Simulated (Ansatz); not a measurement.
## Ni3GeC, space group Pm-3m: a scan of the energy under strain, step by step

Computed with Ansatz 0.2.0 through its Python package.

Notebook, run cell by cell (the value of a cell's last expression is shown):

In [1]:
```python
import ansatz as az
import matplotlib.pyplot as plt
import numpy as np
```

In [2]:
```python
vectors0 = np.array([
    [3.80871, 0.0, 0.0],
    [0.0, 3.80871, 0.0],
    [0.0, 0.0, 3.80871],
])
sites = [
    ("Ni", (0.0, 0.5, 0.5), 1.5),
    ("Ni", (0.5, 0.5, 0.0), 1.5),
    ("Ni", (0.5, 0.0, 0.5), 1.5),
    ("Ge", (0.0, 0.0, 0.0), 0.0),
    ("C", (0.5, 0.5, 0.5), 0.0),
]
```

In [3]:
```python
def crystal_on(cell):
    crystal = az.Crystal(lattice=az.Lattice.of(cell))
    for symbol, position, moment in sites:
        crystal = crystal.atom(symbol, position, moment=moment or None)
    return crystal
```

In [4]:
```python
# clamped ions: the fractional positions stay as typed
values = np.linspace(-0.02, 0.02, 7)
energies = []
for d in values:
    strain = np.diag([0, 0, d])
    cell = vectors0 @ (np.eye(3) + strain)
    calculation = (
        crystal_on(cell).calculation()
        .occupations(az.OccupationsMethod.FERMI_DIRAC, width=150 * az.meV)
        .spin("collinear")
        .functional("PBEsol")
        .basis(510)
        .kpoints(9, 9, 9)
        .stress()
    )
    rep = calculation.run(threads=1, backend="cpu").report
    energies.append(rep["free_energy_ev"] / len(sites))
    s = rep["stress_gpa"]
    print(f"d = {d:+.4f}  stress xx yy zz xy (GPa, compression positive): {s[0][0]:8.3f} {s[1][1]:8.3f} {s[2][2]:8.3f} {s[0][1]:8.3f}")
energies = np.array(energies)

for value, e in zip(values, energies):
    print(f"strain {value:7.3f}   E - Emin = {1000 * (e - energies.min()):9.3f} meV/atom")
plt.figure(figsize=(4.5, 3))
plt.plot(values, 1000 * (energies - energies.min()), "o-")
plt.xlabel("strain")
plt.ylabel("meV/atom")
plt.tight_layout()
plt.savefig("strain.png", dpi=100)
curvature = 2 * np.polyfit(values, energies, 3)[1]
volume = abs(np.linalg.det(vectors0)) / len(sites)
print(f"d2E/dd2 over the volume: {curvature / volume * 160.21766:.1f} GPa")
```
```text
RunWarning: the starting moments were not kept: the SCF closed with an absolute magnetisation of 6.0e-7 μB, where they sum to 4.5 μB in size (3 sites). That is at most 0.1 of that sum. Measured as [...]
d = -0.0200  stress xx yy zz xy (GPa, compression positive):   -3.909   -3.909    0.389    0.000
d = -0.0133  stress xx yy zz xy (GPa, compression positive):   -4.719   -4.719   -1.979    0.000
d = -0.0067  stress xx yy zz xy (GPa, compression positive):   -5.498   -5.498   -4.188    0.000
d = +0.0000  stress xx yy zz xy (GPa, compression positive):   -6.246   -6.246   -6.246    0.000
d = +0.0067  stress xx yy zz xy (GPa, compression positive):   -6.965   -6.965   -8.160    0.000
d = +0.0133  stress xx yy zz xy (GPa, compression positive):   -7.657   -7.657   -9.940    0.000
d = +0.0200  stress xx yy zz xy (GPa, compression positive):   -8.322   -8.322  -11.589    0.000
strain  -0.020   E - Emin =     0.000 meV/atom
strain  -0.013   E - Emin =     0.371 meV/atom
strain  -0.007   E - Emin =     1.795 meV/atom
strain   0.000   E - Emin =     4.200 meV/atom
strain   0.007   E - Emin =     7.516 meV/atom
strain   0.013   E - Emin =    11.684 meV/atom
strain   0.020   E - Emin =    16.638 meV/atom
d2E/dd2 over the volume: 298.7 GPa
```

Against the unstrained cell the energy per atom changes by -4.20 meV at one end of the scan and +12.44 meV at the other, and its second derivative over the volume is 298.7 GPa. The lowest row is an end of the scan, as the cell stands under stress.

Notes:
- Absolute energies stand on the zero of these potentials, so only differences at equal settings mean something.
- The SCF didn't keep the moments it started from (some shrank, vanished or turned); what is printed is the state reached.
- The smearing is wide enough that free energy and stress hold a thermal part of the electrons.
- The curvature belongs to this strain pattern and to the cell's stress; it equals a single elastic constant only for simple patterns.
- In a metal a curvature from energy changes of a few meV or less hangs on mesh and smearing, in size and even in sign.
- At these settings the cell as given stands under about -6 GPa, so it isn't at this functional's equilibrium volume.
- The structure comes from a database of computed cells and needn't be a stable or known phase.
- Warnings are shown shortened and without file and line.
- The ions keep their fractional positions (clamped ions).
- The whole script took 6.1 min on 1 thread of Arm Neoverse V1, with other jobs on the host, peak memory 0.76 GiB.
